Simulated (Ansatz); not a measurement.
# Hf4O9: the cost of one run

Method: DFT PBE+D3(BJ), scalar-relativistic, plane waves, PAW, in Ansatz 0.2.0.

2 further runs of the same task are left out: 2 set aside as unsound or not needed.

## (1) The structure to begin with

It takes space group Pmm2 (No. 25, orthorhombic). The conventional cell has a = 3.587 Å, b = 5.073 Å, c = 21.381 Å, α = 90.00°, β = 90.00°, γ = 90.00°. Hf (site symmetry mm2) is surrounded by 6 O at 2.20 Å. O (site symmetry m) is surrounded by 3 Hf at 2.20 Å. Around Hf (site symmetry mm2) lie 8 O at 2.20 to 2.23 Å. O (site symmetry m) is surrounded by 4 Hf at 2.20 to 2.36 Å. Around Hf (site symmetry mm2) lie 8 O at 2.12 to 2.36 Å. Around O (site symmetry m) lie 4 Hf at 2.03 to 2.23 Å. Hf (site symmetry mm2) is surrounded by 6 O at 2.03 to 2.18 Å. O (site symmetry m) is surrounded by 3 Hf at 2.12 to 2.18 Å.

Structure file:

```cif
data_structure
_symmetry_space_group_name_H-M 'P 1'
_symmetry_Int_Tables_number 1
_cell_length_a 7.1741
_cell_length_b 5.0729
_cell_length_c 21.3806
_cell_angle_alpha 90.000
_cell_angle_beta 90.000
_cell_angle_gamma 90.000
_cell_volume 778.12
loop_
_atom_site_label
_atom_site_type_symbol
_atom_site_fract_x
_atom_site_fract_y
_atom_site_fract_z
_atom_site_occupancy
Hf1 Hf 0.25000 0.50000 0.37417 1
Hf2 Hf 0.75000 0.50000 0.37417 1
O1 O 0.50000 0.75000 0.37417 1
O2 O 0.00000 0.75000 0.37417 1
O3 O 0.50000 0.25000 0.37417 1
O4 O 0.00000 0.25000 0.37417 1
Hf3 Hf 0.50000 0.00000 0.45806 1
Hf4 Hf 0.00000 0.00000 0.45806 1
O5 O 0.75000 0.25000 0.45806 1
O6 O 0.25000 0.25000 0.45806 1
O7 O 0.75000 0.75000 0.45806 1
O8 O 0.25000 0.75000 0.45806 1
Hf5 Hf 0.75000 0.50000 0.55137 1
Hf6 Hf 0.25000 0.50000 0.55137 1
O9 O 0.00000 0.74772 0.54368 1
O10 O 0.50000 0.74772 0.54368 1
O11 O 0.00000 0.25228 0.54368 1
O12 O 0.50000 0.25228 0.54368 1
Hf7 Hf 0.00000 0.00000 0.61739 1
Hf8 Hf 0.50000 0.00000 0.61739 1
O13 O 0.25000 0.24070 0.62906 1
O14 O 0.75000 0.24070 0.62906 1
O15 O 0.25000 0.75930 0.62906 1
O16 O 0.75000 0.75930 0.62906 1
```

Miller indices refer to the conventional cell of the relaxed bulk, Fm-3m (No. 225): a = 5.073 Å, b = 5.073 Å, c = 5.073 Å, α = 90.00°, β = 90.00°, γ = 90.00°.

It is a (110) slab, 5.4 Å thick as cut, with 16 Å of vacuum, in a 2×1 surface cell; its outer planes are HfO2 (top) and HfO2 (bottom). An earlier relaxation, lower half held, gave -134887.5985 eV, gap on the mesh 1.67 eV, ionisation potential 3.96 eV (top face), 3.51 eV (bottom face), electron affinity 2.29 eV (top face), 1.84 eV (bottom face), dipole along +c -0.090 e·Å per cell.

## (2) O2, tilted, over a top (O) site

File input.yaml:

```yaml
crystal:
  lattice:
    - [7.1741418864, 0.0, 0.0]
    - [0.0, 5.0728843771, 0.0]
    - [0.0, 0.0, 24.1511064148]
  atoms:
    - { symbol: Hf, position: [0.25, 0.5, 0.3312477641] }
    - { symbol: Hf, position: [0.75, 0.5, 0.3312477641] }
    - { symbol: O, position: [0.5, 0.75, 0.3312477641] }
    - { symbol: O, position: [0.0, 0.75, 0.3312477641] }
    - { symbol: O, position: [0.5, 0.25, 0.3312477641] }
    - { symbol: O, position: [0.0, 0.25, 0.3312477641] }
    - { symbol: Hf, position: [0.5, 0.0, 0.405510841] }
    - { symbol: Hf, position: [0.0, 0.0, 0.405510841] }
    - { symbol: O, position: [0.75, 0.25, 0.405510841] }
    - { symbol: O, position: [0.25, 0.25, 0.405510841] }
    - { symbol: O, position: [0.75, 0.75, 0.405510841] }
    - { symbol: O, position: [0.25, 0.75, 0.405510841] }
    - { symbol: Hf, position: [0.75, 0.5, 0.4881159973] }
    - { symbol: Hf, position: [0.25, 0.5, 0.4881159973] }
    - { symbol: O, position: [0.0, 0.7477188765, 0.4813131211] }
    - { symbol: O, position: [0.5, 0.7477188765, 0.4813131211] }
    - { symbol: O, position: [0.0, 0.2522811235, 0.4813131211] }
    - { symbol: O, position: [0.5, 0.2522811235, 0.4813131211] }
    - { symbol: Hf, position: [0.0, 0.0, 0.5465700195] }
    - { symbol: Hf, position: [0.5, 0.0, 0.5465700195] }
    - { symbol: O, position: [0.25, 0.2406992881, 0.5569016018] }
    - { symbol: O, position: [0.75, 0.2406992881, 0.5569016018] }
    - { symbol: O, position: [0.25, 0.7593007119, 0.5569016018] }
    - { symbol: O, position: [0.75, 0.7593007119, 0.5569016018] }
    - { symbol: O, position: [0.2919491653, 0.4214580079, 0.678655858], spin: 2.0 }
    - { symbol: O, position: [0.25, 0.2406992881, 0.6467525578] }
basis:
  ecutwfc: 420
kpoints:
  mp_grid: { grid: [2, 3, 1] }
hamiltonian:
  xc: pbe
  dispersion: d3bj
scf:
  occupations: { method: gaussian, width: 0.05 }
output:
  forces: true
  eigenvalues: true
  populations: true
  write_density: true
  write_potential: true
  elf: true
  volumetric_format: npy
magnetization:
  spin_polarized: true
relax:
  adjacent_minimum: "off"
  f_tol: 0.04
  max_steps: 100
  constraints: [{ sites: [0, 1, 2, 3, 4, 5, 6, 7, 8, 9, 10, 11] }]
efield:
  axis: 3
  dipole_correction: true
  ramp_width: 0.04
```

On the command line:

```console
$ ansatz run input.yaml --threads 8 --pin off --max-ram 20480MiB --backend cpu --events-out ev --progress --plain --runs-dir out
```

Q: Estimate wall time and peak memory on 8 threads of Intel Xeon 6975P-C (Granite Rapids), shared host.

About 7.3 min, with a peak of 4.6 GiB.
